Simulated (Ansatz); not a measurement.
**SrTiO3: response to strain**

Aim: deform SrTiO3 (equal xy, yz and zx engineering shear strains of +3 %) and compute stress, forces and field gradients with LAPW, PAW and all-electron datasets made for the crystal.

Program: Ansatz 0.2.0. Level of theory: DFT PBEsol, scalar-relativistic. These are calculated values, not measurements.

## Step 1: Starting point

Symmetry: Pm-3m, No. 221, cubic system. The conventional cell has a = 3.905 Å, b = 3.905 Å, c = 3.905 Å, α = 90.00°, β = 90.00°, γ = 90.00°. Sr (site symmetry m-3m) has 12 O at 2.76 Å as nearest neighbours. Ti (site symmetry m-3m) is surrounded by 6 O at 1.95 Å. O (site symmetry 4/mmm) is surrounded by 2 Ti at 1.95 Å and 4 Sr at 2.76 Å.

Coordinates:

```cif
data_structure
_symmetry_space_group_name_H-M 'Pm-3m'
_symmetry_Int_Tables_number 221
_cell_length_a 3.9050
_cell_length_b 3.9050
_cell_length_c 3.9050
_cell_angle_alpha 90.000
_cell_angle_beta 90.000
_cell_angle_gamma 90.000
_cell_volume 59.55
loop_
_atom_site_label
_atom_site_type_symbol
_atom_site_symmetry_multiplicity
_atom_site_Wyckoff_symbol
_atom_site_fract_x
_atom_site_fract_y
_atom_site_fract_z
_atom_site_occupancy
Sr1 Sr 1 a 0.00000 0.00000 0.00000 1
Ti1 Ti 1 b 0.50000 0.50000 0.50000 1
O1 O 3 c 0.00000 0.50000 0.50000 1
```

The file gives the conventional cell by its symmetry; the runs use the cell typed in the input.

Atoms are numbered in the order of the input: Sr1, Ti2, O3, O4, O5.

## Step 2: After the deformation

Space group Pm-3m before, R-3m after.

## Step 3: Full-potential LAPW

Input file input.yaml:

```yaml
crystal:
  lattice:
    - [3.905, 0.058575, 0.058575]
    - [0.058575, 3.905, 0.058575]
    - [0.058575, 0.058575, 3.905]
  atoms:
    - { symbol: Sr, position: [0.0, 0.0, 0.0] }
    - { symbol: Ti, position: [0.5, 0.5, 0.5] }
    - { symbol: O, position: [0.0, 0.5, 0.5] }
    - { symbol: O, position: [0.5, 0.0, 0.5] }
    - { symbol: O, position: [0.5, 0.5, 0.0] }
kpoints:
  mp_grid: { grid: [7, 7, 7] }
  band_path:
    path:
      - [0.0, 0.0, 0.0]
      - [0.5, 0.5, 0.5]
      - [0.5284899614, 0.4715100386, 0.5]
      - [0.5, -0.4715100386, 0.4715100386]
      - [0.5, 0.0, 0.0]
      - [0.0, 0.0, 0.0]
      - [0.4857550193, -0.4857550193, 0.0]
      - [0.5142449807, 0.0, 0.4857550193]
      - [0.5, 0.0, 0.5]
    npoints: 5
scf:
  occupations: { method: fermi_dirac, width: 0.05 }
hamiltonian:
  xc: pbesol
  pseudopotentials: { kind: all_electron, lapw: { basis_error: 0.001 } }
output:
  forces: true
  stress: true
  eigenvalues: true
```

Run with:

```
> ansatz run input.yaml --threads 2 --pin off --max-ram 8192MiB --backend cpu --events-out ev --progress --plain --runs-dir out
```

## Step 4: PAW on the default files

Input file input.yaml:

```yaml
crystal:
  lattice:
    - [3.905, 0.058575, 0.058575]
    - [0.058575, 3.905, 0.058575]
    - [0.058575, 0.058575, 3.905]
  atoms:
    - { symbol: Sr, position: [0.0, 0.0, 0.0] }
    - { symbol: Ti, position: [0.5, 0.5, 0.5] }
    - { symbol: O, position: [0.0, 0.5, 0.5] }
    - { symbol: O, position: [0.5, 0.0, 0.5] }
    - { symbol: O, position: [0.5, 0.5, 0.0] }
kpoints:
  mp_grid: { grid: [7, 7, 7] }
scf:
  occupations: { method: fermi_dirac, width: 0.05 }
hamiltonian:
  xc: pbesol
  pseudopotentials: { kind: paw }
output:
  forces: true
  stress: true
  eigenvalues: true
  efg: { contact_densities: true }
```

## Step 5: Datasets made for this crystal

Changes to input.yaml since step 4:

```diff
@@ -17,3 +17,3 @@
   xc: pbesol
-  pseudopotentials: { kind: paw }
+  pseudopotentials: { kind: all_electron, datasets: crystal }
 output:
```

(Steps that only read results are left out.)

Before running it: what results should come out? Wanted: pressure; largest shear or deviatoric stress.

The runs gave:

| quantity | value |
| --- | --- |
| pressure | LAPW -1.75, PAW -1.73, crystal datasets -1.75 GPa |
| largest shear or deviatoric stress (LAPW) | 3.32 GPa |

**Reading.** The largest part of the stress beyond the pressure is 3.32 GPa in size; the atoms are carried along and not relaxed. No run of the undeformed cell stands beside it, so the pressure holds what the given cell had before the change. PAW: stress within 0.01 GPa of LAPW. Crystal datasets: stress within 0.01 GPa of LAPW.
